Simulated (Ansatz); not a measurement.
**C2H5BCl2O: geometry and vibrations**

The task is to find a stationary geometry of C2H5BCl2O, then compute its harmonic vibrations to see whether it is a minimum and to get the zero-point energy and entropy, and look at its orbitals and charge.

Method: RKS PBE0-D4/def2-TZVP; program: Ansatz 0.2.0, Gaussian basis.

Levels to be run: relaxation at PBE-D4/def2-SVP; relaxation at PBE0-D4/def2-TZVP; harmonic vibrations at the same level; a single point in def2-TZVPP for the fields.

## (1) The starting structure

11 atoms, charge 0, spin multiplicity 1.

Atoms are counted from 1 here; the program's logs count them from 0.

Bond lengths: C1–B2 1.633 Å, C1–H7 1.125 Å, C1–H8 1.112 Å, C1–H9 1.057 Å, B2–C3 1.590 Å, B2–H10 1.188 Å, C3–O4 1.347 Å, C3–Cl5 1.817 Å, C3–Cl6 1.780 Å, O4–H11 0.970 Å. Angles: B2–C1–H7 108.3°, B2–C1–H8 106.3°, B2–C1–H9 107.7°, H7–C1–H8 106.6°, H7–C1–H9 113.1°, H8–C1–H9 114.5°, C1–B2–C3 122.4°, C1–B2–H10 119.2°, C3–B2–H10 118.4°, B2–C3–O4 111.7°, B2–C3–Cl5 107.7°, B2–C3–Cl6 110.8°, O4–C3–Cl5 106.6°, O4–C3–Cl6 111.6°, Cl5–C3–Cl6 108.2°, C3–O4–H11 113.6°.

The start is a force-field geometry with small random shifts, so a cheaper pass at PBE-D4/def2-SVP comes first.

## (2) Geometry optimisation, PBE-D4/def2-SVP (cheap first pass)

Input file in.yaml:

```yaml
crystal:
  periodic: [false, false, false]
  atoms:
    - {symbol: C, position_ang: [0.432000, -1.437700, -0.926400]}
    - {symbol: B, position_ang: [-0.440700, -0.563100, 0.141000]}
    - {symbol: C, position_ang: [-0.116600, 0.960300, 0.459500]}
    - {symbol: O, position_ang: [-0.893100, 1.437700, 1.451000]}
    - {symbol: Cl, position_ang: [1.598000, 1.048500, 1.053200]}
    - {symbol: Cl, position_ang: [-0.248200, 1.954300, -1.011700]}
    - {symbol: H, position_ang: [1.212300, -0.766300, -1.380000]}
    - {symbol: H, position_ang: [-0.265500, -1.713100, -1.747200]}
    - {symbol: H, position_ang: [0.843900, -2.260900, -0.407300]}
    - {symbol: H, position_ang: [-1.327300, -1.087800, 0.731900]}
    - {symbol: H, position_ang: [-0.729500, 2.371200, 1.656600]}
basis:
  gaussian: {orbitals: def2-SVP}
hamiltonian: {xc: pbe, dispersion: d4}
relax: {f_tol: 0.03, max_steps: 200}
```

On the command line:

```bash
ansatz run in.yaml --threads 4 --pin off --events-out ev --progress --plain --max-ram 10444MiB
```

Standard output (excerpt; [...] marks lines left out):

```text
Functional definition: PBE
  name "PBE"
  cite "Perdew, Burke & Ernzerhof, Phys. Rev. Lett. 77, 3865 (1996) doi:10.1103/PhysRevLett.77.3865"
  parent pbe
[...]
1293 factors; their error is unknown
[...]
mean field -29895.72847772 eV, -1098.6477575037 hartree, gradient 1.4e-5 eV, S^2 0.000000; 0 other end points of the search recorded, 0 dependent functions left out
[...]
reference -29895.72851190 eV, -1098.6477587596 hartree; 32, 32 occupied and 85, 85 virtual orbitals, 1293 factors
relax step   1: F+E_penalty+E_count = -29896.01840524 eV  Δ(F+E_penalty+E_count) = +0.000e0 eV  max|allowed force component| = 3.654e0 eV/Å  Δτ_max = 0.0000 Å  (30 SCF iters, accepted)
[...]
relax step   5: F+E_penalty+E_count = -29896.33317303 eV  Δ(F+E_penalty+E_count) = -2.487e-3 eV  max|allowed force component| = 5.470e-2 eV/Å  Δτ_max = 0.0341 Å  (30 SCF iters, accepted)
[...]
relax step   9: F+E_penalty+E_count = -29896.45492632 eV  Δ(F+E_penalty+E_count) = -8.022e-2 eV  max|allowed force component| = 4.769e-1 eV/Å  Δτ_max = 0.1964 Å  (35 SCF iters, accepted)
[...]
relax step  13: F+E_penalty+E_count = -29896.66397930 eV  Δ(F+E_penalty+E_count) = -2.362e-2 eV  max|allowed force component| = 7.172e-1 eV/Å  Δτ_max = 0.0792 Å  (30 SCF iters, accepted)
[...]
relax step  16: F+E_penalty+E_count = -29896.70321647 eV  Δ(F+E_penalty+E_count) = -8.355e-4 eV  max|allowed force component| = 1.176e-1 eV/Å  Δτ_max = 0.1094 Å  (30 SCF iters, accepted)
[...]
relax step  17: F+E_penalty+E_count = -29896.70681592 eV  Δ(F+E_penalty+E_count) = -3.599e-3 eV  max|allowed force component| = 2.674e-2 eV/Å  Δτ_max = 0.0556 Å  (31 SCF iters, accepted)
1293 factors; their error is unknown
mean field -29896.41012678 eV, -1098.6728076444 hartree, gradient 2.4e-5 eV, S^2 0.000000; 1 other end points of the search recorded, 0 dependent functions left out
[...]
reference -29896.41015892 eV, -1098.6728088256 hartree; 32, 32 occupied and 85, 85 virtual orbitals, 1293 factors
Total energy: -29896.70684806 eV, -1098.6837119506 hartree
Atom 0 at     0.374217    -1.277517    -0.948282 Å, force     0.001118     0.002860    -0.004432 eV/Å
Atom 1 at    -0.001660    -0.540293     0.412189 Å, force     0.026743    -0.023659    -0.019709 eV/Å
Atom 2 at    -0.392553     0.998448     0.355359 Å, force    -0.022080     0.009137     0.000459 eV/Å
Atom 3 at    -1.160396     1.568404     1.241981 Å, force     0.023132     0.004756    -0.026180 eV/Å
Atom 4 at     1.584667     0.125435     1.378255 Å, force     0.019353     0.009261     0.016213 eV/Å
Atom 5 at     0.160852     2.078953    -0.898703 Å, force    -0.006371    -0.010011     0.022461 eV/Å
Atom 6 at     1.032374    -0.677688    -1.610755 Å, force    -0.009870    -0.001979     0.004380 eV/Å
Atom 7 at    -0.543370    -1.536038    -1.519660 Å, force    -0.000503    -0.004014    -0.012389 eV/Å
Atom 8 at     0.897303    -2.231860    -0.733148 Å, force    -0.004966    -0.005719     0.001050 eV/Å
Atom 9 at    -0.727554    -1.112228     1.212920 Å, force    -0.010995     0.002407     0.008296 eV/Å
Atom 10 at    -1.158581     2.547484     1.130445 Å, force    -0.015561     0.016960     0.009851 eV/Å
Dipole moment:    -0.406760     0.818959    -0.152120 e Å
```

Wall time 20 s (4 threads of AMD EPYC 7B13, shared host).

Step by step:

```tsv
step	energy from step 1 (eV)	largest force component (eV/Å)
1	0.0000	3.6537
2	-0.2529	1.2571
3	-0.3072	0.2682
4	-0.3123	0.1277
5	-0.3148	0.0547
6	-0.3209	0.2329
7	-0.3304	0.5771
8	-0.3563	0.5070
9	-0.4365	0.4769
10	-0.4716	0.3710
11	-0.5669	0.4410
12	-0.6220	0.5298
13	-0.6456	0.7172
14	-0.6756	0.3555
15	-0.6840	0.2179
16	-0.6848	0.1176
17	-0.6884	0.0267
```

Distances of close pairs at the start and the end, largest changes first:

```tsv
bond	before (Å)	after (Å)	change (Å)
B2–Cl5	2.754	1.973	-0.781
C3–Cl5	1.817	2.391	+0.575
C1–H9	1.057	1.109	+0.053
C3–O4	1.347	1.304	-0.043
C1–B2	1.633	1.592	-0.040
B2–H10	1.188	1.223	+0.035
C3–Cl6	1.780	1.745	-0.035
O4–H11	0.970	0.985	+0.016
```

## (3) Optimising with PBE0-D4/def2-TZVP

Input file in.yaml:

```yaml
crystal:
  periodic: [false, false, false]
  atoms:
    - {symbol: C, position_ang: [0.374217, -1.277517, -0.948282]}
    - {symbol: B, position_ang: [-0.001660, -0.540293, 0.412189]}
    - {symbol: C, position_ang: [-0.392553, 0.998448, 0.355359]}
    - {symbol: O, position_ang: [-1.160396, 1.568404, 1.241981]}
    - {symbol: Cl, position_ang: [1.584667, 0.125435, 1.378255]}
    - {symbol: Cl, position_ang: [0.160852, 2.078953, -0.898703]}
    - {symbol: H, position_ang: [1.032374, -0.677688, -1.610755]}
    - {symbol: H, position_ang: [-0.543370, -1.536038, -1.519660]}
    - {symbol: H, position_ang: [0.897303, -2.231860, -0.733148]}
    - {symbol: H, position_ang: [-0.727554, -1.112228, 1.212920]}
    - {symbol: H, position_ang: [-1.158581, 2.547484, 1.130445]}
basis:
  gaussian: {orbitals: def2-TZVP}
hamiltonian: {xc: pbe0, dispersion: d4}
relax: {f_tol: 0.005, max_steps: 150}
```

Same command.

Standard output (excerpt; [...] marks lines left out):

```text
Functional definition: PBE0
  name "PBE0"
  cite "Adamo & Barone, J. Chem. Phys. 110, 6158 (1999) doi:10.1063/1.478522"
  cite "Perdew, Burke & Ernzerhof, Phys. Rev. Lett. 77, 3865 (1996) doi:10.1103/PhysRevLett.77.3865"
  parent pbe
[...]
1436 factors; their error is unknown
[...]
mean field -29912.89147779 eV, -1099.2784861226 hartree, gradient 6.0e-5 eV, S^2 0.000000; 0 other end points of the search recorded, 0 dependent functions left out
[...]
reference -29912.89150993 eV, -1099.2784873038 hartree; 32, 32 occupied and 196, 196 virtual orbitals, 1436 factors
relax step   1: F+E_penalty+E_count = -29913.14322816 eV  Δ(F+E_penalty+E_count) = +0.000e0 eV  max|allowed force component| = 7.549e-1 eV/Å  Δτ_max = 0.0000 Å  (31 SCF iters, accepted)
[...]
Atom 1 at     0.003896    -0.533321     0.409552 Å, force     0.001378    -0.001158     0.001159 eV/Å
Atom 2 at    -0.392656     0.996838     0.342944 Å, force    -0.000677     0.000999     0.000201 eV/Å
Atom 3 at    -1.144024     1.555530     1.227216 Å, force    -0.000274     0.000964    -0.000014 eV/Å
Atom 4 at     1.574112     0.121952     1.364292 Å, force     0.001625    -0.001549     0.000461 eV/Å
Atom 5 at     0.150137     2.052844    -0.891405 Å, force    -0.001512    -0.000565    -0.000002 eV/Å
Atom 6 at     1.037005    -0.689285    -1.587973 Å, force     0.000308    -0.000304     0.000697 eV/Å
Atom 7 at    -0.531409    -1.506746    -1.514409 Å, force     0.000071     0.000711    -0.000156 eV/Å
Atom 8 at     0.869207    -2.217713    -0.725819 Å, force    -0.000421     0.000143    -0.000047 eV/Å
Atom 9 at    -0.708531    -1.090009     1.201711 Å, force     0.000041     0.000068    -0.001043 eV/Å
Atom 10 at    -1.164207     2.521836     1.136389 Å, force    -0.000262     0.000063    -0.001028 eV/Å
Dipole moment:    -0.475087     0.809582    -0.196676 e Å
```

Run time: 41 s. Hardware: 4 threads of AMD EPYC 7B13, shared host; peak memory 0.72 GiB.

Along the way:

```tsv
step	energy from step 1 (eV)	largest force component (eV/Å)
1	0.0000	0.7549
2	-0.0401	0.3478
3	-0.0429	0.3332
4	-0.0481	0.1001
5	-0.0485	0.0580
6	-0.0485	0.0751
7	-0.0490	0.0202
8	-0.0490	0.0149
9	-0.0490	0.0214
10	-0.0491	0.0016
```

Close pairs (by a distance rule), those that changed most:

```tsv
bond	before (Å)	after (Å)	change (Å)
C3–Cl6	1.745	1.713	-0.033
B2–Cl5	1.973	1.951	-0.022
B2–H10	1.223	1.202	-0.021
C1–H9	1.109	1.093	-0.016
C1–H7	1.110	1.094	-0.016
C3–O4	1.304	1.288	-0.016
C1–H8	1.111	1.095	-0.016
O4–H11	0.985	0.971	-0.015
```

Mulliken charges at the end point, from the run's report:

```tsv
atom	value (e)
C1	-0.45
B2	-0.09
C3	0.29
O4	-0.23
Cl5	-0.21
Cl6	0.00
H7	0.12
H8	0.12
H9	0.13
H10	-0.01
H11	0.34
```

## (4) Force constants and modes

Input file in.yaml:

```yaml
crystal:
  periodic: [false, false, false]
  atoms:
    - {symbol: C, position_ang: [0.371770, -1.268826, -0.941898]}
    - {symbol: B, position_ang: [0.003896, -0.533321, 0.409552]}
    - {symbol: C, position_ang: [-0.392656, 0.996838, 0.342944]}
    - {symbol: O, position_ang: [-1.144024, 1.555530, 1.227216]}
    - {symbol: Cl, position_ang: [1.574112, 0.121952, 1.364292]}
    - {symbol: Cl, position_ang: [0.150137, 2.052844, -0.891405]}
    - {symbol: H, position_ang: [1.037005, -0.689285, -1.587973]}
    - {symbol: H, position_ang: [-0.531409, -1.506746, -1.514409]}
    - {symbol: H, position_ang: [0.869207, -2.217713, -0.725819]}
    - {symbol: H, position_ang: [-0.708531, -1.090009, 1.201711]}
    - {symbol: H, position_ang: [-1.164207, 2.521836, 1.136389]}
basis:
  gaussian: {orbitals: def2-TZVP}
hamiltonian: {xc: pbe0, dispersion: d4}
phonons: {temperatures: {t_min: 298.15, t_max: 900, t_step: 200}}
```

The command is unchanged.

Standard output (excerpt; [...] marks lines left out):

```text
Functional definition: PBE0
  name "PBE0"
  cite "Adamo & Barone, J. Chem. Phys. 110, 6158 (1999) doi:10.1063/1.478522"
  cite "Perdew, Burke & Ernzerhof, Phys. Rev. Lett. 77, 3865 (1996) doi:10.1103/PhysRevLett.77.3865"
  parent pbe
[...]
1436 factors; their error is unknown
[...]
mean field -29912.93871240 eV, -1099.2802219627 hartree, gradient 4.4e-5 eV, S^2 0.000000; 0 other end points of the search recorded, 0 dependent functions left out
[...]
reference -29912.93874434 eV, -1099.2802231365 hartree; 32, 32 occupied and 196, 196 virtual orbitals, 1436 factors
[...]
1436 factors; their error is unknown
mean field -29912.93855667 eV, -1099.2802162397 hartree, gradient 2.4e-6 eV, S^2 0.000000; 0 other end points of the search recorded, 0 dependent functions left out
[...]
reference -29912.93858861 eV, -1099.2802174135 hartree; 32, 32 occupied and 196, 196 virtual orbitals, 1436 factors
[...]
Atom 4 at     1.574112     0.121952     1.364292 Å, force     0.001621    -0.001558     0.000454 eV/Å
Atom 5 at     0.150137     2.052844    -0.891405 Å, force    -0.001518    -0.000568     0.000009 eV/Å
Atom 6 at     1.037005    -0.689285    -1.587973 Å, force     0.000313    -0.000309     0.000691 eV/Å
Atom 7 at    -0.531409    -1.506746    -1.514409 Å, force     0.000078     0.000705    -0.000153 eV/Å
Atom 8 at     0.869207    -2.217713    -0.725819 Å, force    -0.000417     0.000138    -0.000044 eV/Å
Atom 9 at    -0.708531    -1.090009     1.201711 Å, force     0.000037     0.000067    -0.001045 eV/Å
Atom 10 at    -1.164207     2.521836     1.136389 Å, force    -0.000261     0.000017    -0.001025 eV/Å
Dipole moment:    -0.475087     0.809583    -0.196677 e Å
Vibrations: 106.20 120.18 172.20 198.02 239.12 410.20 453.55 508.66 547.22 598.58 662.72 806.31 844.52 964.58 971.26 1016.50 1155.83 1316.16 1333.98 1457.02 1467.80 1471.10 2564.39 3036.52 3106.26 3121.71 3720.53 cm⁻¹, zero-point energy 2.006754 eV
```

Run time: 3.1 min. Hardware: 4 threads of AMD EPYC 7B13, shared host; peak memory 0.77 GiB.

Motions are named by where the mode's potential energy lies. The modes, unscaled (a negative number is an imaginary wavenumber):

```tsv
mode	cm⁻¹	motion
1	106	torsion
2	120	torsion with bend
3	172	bend with torsion
4	198	torsion
5	239	bend with torsion
6	410	bend
7	454	bend
8	509	B–Cl stretch
9	547	torsion
10	599	C–Cl and B–C stretch
11	663	torsion
12	806	bend
13	845	bend with torsion
14	965	bend with B–C stretch
15	971	torsion with bend
16	1016	bend with B–C stretch
17	1156	bend with B–C stretch
18	1316	bend
19	1334	bend
20	1457	bend
21	1468	bend
22	1471	C–O stretch with bend
23	2564	B–H stretch
24	3037	C–H stretch
25	3106	C–H stretch
26	3122	C–H stretch
27	3721	O–H stretch
```

Ideal gas, rigid rotor and harmonic oscillator at 298.15 K and 1 bar, with symmetry number 1:

```tsv
term	value
zero-point energy	193.6 kJ/mol
H(298) − E	215.8 kJ/mol
entropy, translation	169.2 J/(mol K)
entropy, rotation	118.1 J/(mol K)
entropy, vibration	72.5 J/(mol K)
entropy, total	359.9 J/(mol K)
```

## (5) Fields at the relaxed geometry

Edit in.yaml of step 4 so:

```diff
@@ -15,4 +15,4 @@
 basis:
-  gaussian: {orbitals: def2-TZVP}
+  gaussian: {orbitals: def2-TZVPP}
 hamiltonian: {xc: pbe0, dispersion: d4}
-phonons: {temperatures: {t_min: 298.15, t_max: 900, t_step: 200}}
+output: {orbitals: {seedname: orbitals}}
```

Same command.

Standard output:

```text
Functional definition: PBE0
  name "PBE0"
  cite "Adamo & Barone, J. Chem. Phys. 110, 6158 (1999) doi:10.1063/1.478522"
  cite "Perdew, Burke & Ernzerhof, Phys. Rev. Lett. 77, 3865 (1996) doi:10.1103/PhysRevLett.77.3865"
  parent pbe
  parameter a = 0.25
  parameter kappa = 0.804
  parameter beta = 0.06672455060314922
  exchange = (1 - a)*pbe_x(kappa = kappa, mu = beta*pi^2/3) + a*exact_x
  correlation = pbe_c(beta = beta)
1625 factors; their error is unknown
mean field evaluation 1: about -29903.8842 eV, gradient 6.4e1 eV
mean field evaluation 2: about -29895.8393 eV, gradient 8.6e1 eV
mean field evaluation 4: about -29912.8657 eV, gradient 6.3e0 eV
mean field evaluation 8: about -29912.9500 eV, gradient 7.5e-2 eV
mean field evaluation 16: about -29913.0150 eV, gradient 1.7e-4 eV
mean field -29913.01504864 eV, -1099.2830272678 hartree, gradient 4.7e-5 eV, S^2 0.000000; 0 other end points of the search recorded, 0 dependent functions left out
reference -29913.01508113 eV, -1099.2830284617 hartree; 32, 32 occupied and 246, 246 virtual orbitals, 1625 factors
Total energy: -29913.26865163 eV, -1099.2923470055 hartree
```

It took 3.7 s on 4 threads of AMD EPYC 7B13, shared host; peak memory 0.86 GiB.

The fields below are evaluated on a grid from the run's orbitals.

Frontier orbitals at PBE0-D4/def2-TZVPP, with the share of their density that lies nearest to each atom:

```tsv
orbital	energy (eV)	lies on
HOMO-1	-8.15	Cl5 66 %; C3 9 %
HOMO	-7.82	Cl5 56 %; H10 19 %; B2 9 %
LUMO	-2.60	C3 53 %; Cl5 17 %; O4 13 %
```

ELF in a plane through or near 5 of the atoms.

Ten even steps from '0' (0.00) to '9' (0.99):
```
0000000000000000000000000000
0000000000000000000000000000
0000000000000000000000000000
0000000000000001000000000000
0000000000001466300000000000
0000000100003788410000000000
0000001451003898410144000000
0000003785002555322798500000
0000014787336292767999810000
0000157878549525976999710000
0000289845346747623776300000
0000034103775314666531000000
0000000136776202788620000000
0000001587227610688510000000
0000004788358820256310000000
0000003688888730001000000000
0000000235555410000000000000
0000000001111000000000000000
0000000000000000000000000000
0000000000000000000000000000
```
The map spans 11.2 Å across and 8.8 Å up, centred on the molecule. Atoms in the plane (x, y in Å): C1 (1.6, -0.2), B2 (0.3, 0.6), C3 (-1.1, -0.2), H9 (2.4, 0.4), H11 (-3.0, -0.1).

On the surface of density 0.002 e/bohr³ the electrostatic potential runs, from the 1st to the 99th percentile, from -1.00 V near Cl5 to 3.27 V near H11.

## (6) Results

| quantity | value |
| --- | --- |
| point group | C1 |
| steps | 17 + 10 |
| shift from the start (rms) | 0.530 Å |
| total energy | -29913.1923 eV |
| dispersion term | -254 meV |
| dipole moment | 4.61 D |
| lowest, highest wavenumber | 106, 3721 cm⁻¹ |
| zero-point energy | 193.6 kJ/mol |
| entropy at 298.15 K | 359.9 J/(mol K) |
| HOMO, LUMO | -7.82, -2.60 eV |

In words: The relaxed geometry lies 0.53 Å (rms) from the start; the bond that changed most is B2–Cl5, from 2.754 to 1.951 Å. The bonds at the end are not those of the start, so the run found another structure. All wavenumbers are real, so the end point is a minimum. The stiffest mode, 3721 cm⁻¹, is an O–H stretch, and 4 modes under 200 cm⁻¹ make the vibrational entropy uncertain. Harmonic hybrid wavenumbers usually lie a few per cent above measured fundamentals. The largest Mulliken charge, -0.45 e, sits on C1. The HOMO lies mostly on Cl5 56 %; H10 19 % and the LUMO on C3 53 %; Cl5 17 %.
